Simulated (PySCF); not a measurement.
# [GdH3(NH3)]−: other functionals and bases at one geometry

An exercise on one series of results from a longer session: the logs are not shown, and one member is left open.

Method: several levels, as the steps say, no spin–orbit coupling; program: PySCF 2.14.0.

1 further run of the same task is left out (for a known fault of the program).

## Starting geometry

8 atoms, charge -1, spin multiplicity 1.

Bond lengths: Gd1–H2 2.323 Å, Gd1–H3 2.323 Å, Gd1–H4 2.408 Å, Gd1–N5 2.700 Å, Gd1–H7 2.598 Å, N5–H6 1.019 Å, N5–H7 1.052 Å, N5–H8 1.019 Å. Angles: H2–Gd1–H3 120.2°, H2–Gd1–H4 118.3°, H2–Gd1–N5 110.4°, H2–Gd1–H7 117.4°, H3–Gd1–H4 118.6°, H3–Gd1–N5 110.2°, H3–Gd1–H7 117.2°, H4–Gd1–N5 63.2°, H4–Gd1–H7 40.4°, N5–Gd1–H7 22.8°, Gd1–N5–H6 125.4°, Gd1–N5–H7 73.1°, Gd1–N5–H8 125.0°, H6–N5–H7 107.2°, H6–N5–H8 107.5°, H7–N5–H8 107.3°, Gd1–H7–N5 84.1°.

Coordinates:

```xyz
8
charge -1, multiplicity 1
Gd    0.04296    0.06498    0.31469
H     1.22681    1.57189    1.62763
H    -1.15667   -1.65866    1.30816
H     0.63663   -0.13704   -2.01064
N    -1.51127    1.37988   -1.45870
H    -1.44352    2.37231   -1.67992
H    -0.76642    0.88538   -2.01333
H    -2.41340    1.05121   -1.80099
```

Formal oxidation states: Gd +2. Each metal's 8 4f electrons lie in its core potential, so multiplicities, spins and levels count the valence alone. For divalent La, Ce, Gd or Lu the extra electron is normally 5d or 6s, so this core forces an excited configuration. An earlier session relaxed this geometry at PBE0, Gd lcecp-0-SVP with ECP54, H def2-SVP, N def2-SVP (singlet, point group Cs).

At PBE0 on the finer grid: E = -88.090449 Eh, frontier levels not given, since the 4f levels lie in the core, Mulliken charge on Gd1 -0.12 e, largest force component 0.013 eV/Å. 

Levels to run: BP86; TPSSh; PBE0, TZVP. Hardware: 2 threads of Arm Neoverse V2, shared host.

Set-up of the first run:

The input, run.py (the lines that set the calculation):

```python
mol = gto.M(atom='''
Gd     0.04296     0.06498     0.31469
H      1.22681     1.57189     1.62763
H     -1.15667    -1.65866     1.30816
H      0.63663    -0.13704    -2.01064
N     -1.51127     1.37988    -1.45870
H     -1.44352     2.37231    -1.67992
H     -0.76642     0.88538    -2.01333
H     -2.41340     1.05121    -1.80099''',
    basis={'Gd': 'lcecp-0-SVP', 'H': 'def2-SVP', 'N': 'def2-SVP'},
    ecp={'Gd': 'lcecp-0-SVP'},
    charge=-1, spin=0)
mf = dft.RKS(mol, xc='B88,P86')
mf.grids.atom_grid = (75, 302)  # f atoms: unpruned, at least (60, 302)
mf = mf.density_fit()  # fitting sets: Gd AutoAux, H def2-universal-JKFIT, N def2-universal-JKFIT
mf.conv_tol = 1e-08; mf.max_cycle = 55
mf.kernel(dm0)  # dm0: the density of the relaxed state
```

Launch:

```bash
$ OMP_NUM_THREADS=2 python run.py
```

Among the steps run: BP86; TPSSh; PBE0, TZVP.

One of the session's tables, all rows but one given; the rest of the session is left out.

```
              level  dipole (D)  largest force component (eV/Å)
PBE0 (relaxed here)        4.85                            0.01
               BP86        4.80                            0.51
              TPSSh        4.84                            0.18
         PBE0, TZVP           ?                               ?
```

Estimate the missing values for PBE0, TZVP.

The run gave: dipole (D): 4.51; largest force component (eV/Å): 0.36. In the column «dipole (D)» it is the lowest.

The dipole of a charged species depends on the origin, so these sizes hold for this origin alone.

The largest leftover force, 0.51 eV/Å with BP86, stands at a geometry relaxed at another level. With 4f in the core, its levels are missing from HOMO and gap, and its count is fixed, so no charge can pass from the ligands into it. Total energies of different levels can't be compared.
